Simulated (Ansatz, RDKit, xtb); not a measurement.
**C3H11BFN: which of the isomers drawn lies lowest?**

A sample of isomers of C3H11BFN is drawn. Aim: find which of them has the lowest free energy at 298.15 K, then its properties. The sample is small against all isomers, and the most stable one of this formula need not be in it.

The funnel: GFN2-xTB relaxations, single points with a density functional, relaxations at PBE-D3(BJ)/def2-SVP, harmonic vibrations (at GFN2-xTB), and a last energy at a higher level. All values are calculated.

## 1. Possible bonding patterns

Isomers were taken from a list of plausible structures; this is a sample, not all of them. That gives 6 candidates.

```csv
label,SMILES,spin
c203,CC(C)[NH2+][BH2-]F,singlet
c471,C[C@H]([BH2-][NH3+])CF,singlet
c594,CC[NH2+][BH2-]CF,singlet
c750,C[N+](C)(C)[BH2-]F,singlet
c790,CCC[NH2+][BH2-]F,singlet
c886,CCC[B@H-]([NH3+])F,singlet
```

Candidates are built by distance geometry, with a force field where one applies, in up to four conformers (letters a to d).

Q: Predict the outcome of this search (final energies at CCSD(T)/def2-SVP + MP2/def2-TZVPP - MP2/def2-SVP).

| quantity | value |
| --- | --- |
| lowest structure found | CCC[B@H-]([NH3+])F, singlet |
| next finalist | CC(C)[NH2+][BH2-]F, singlet, 9.0 kcal/mol higher in G |
| share at equilibrium, among the finalists | 100.0 % |

The search ends on `CCC[B@H-]([NH3+])F`. The margin of 9.0 kcal/mol over the next finalist is beyond the usual error of the last level; it says nothing of structures that weren't ranked. HF/STO-3G, r2SCAN-D4/def2-SVP, PBE-D3(BJ)/def2-SVP, HF/def2-SVP and MP2/def2-SVP already put its bonding pattern lowest among the structures in one piece; GFN2-xTB favours the singlet C[N+](C)(C)[BH2-]F (c750a, not a finalist). 6 minima inside the window were never screened. Lowest found is not proven lowest: the search is finite, and each finalist counts with one conformer. Only 6 drawn patterns were tried, so whole families of isomers are missing, and the result ranks this sample alone.
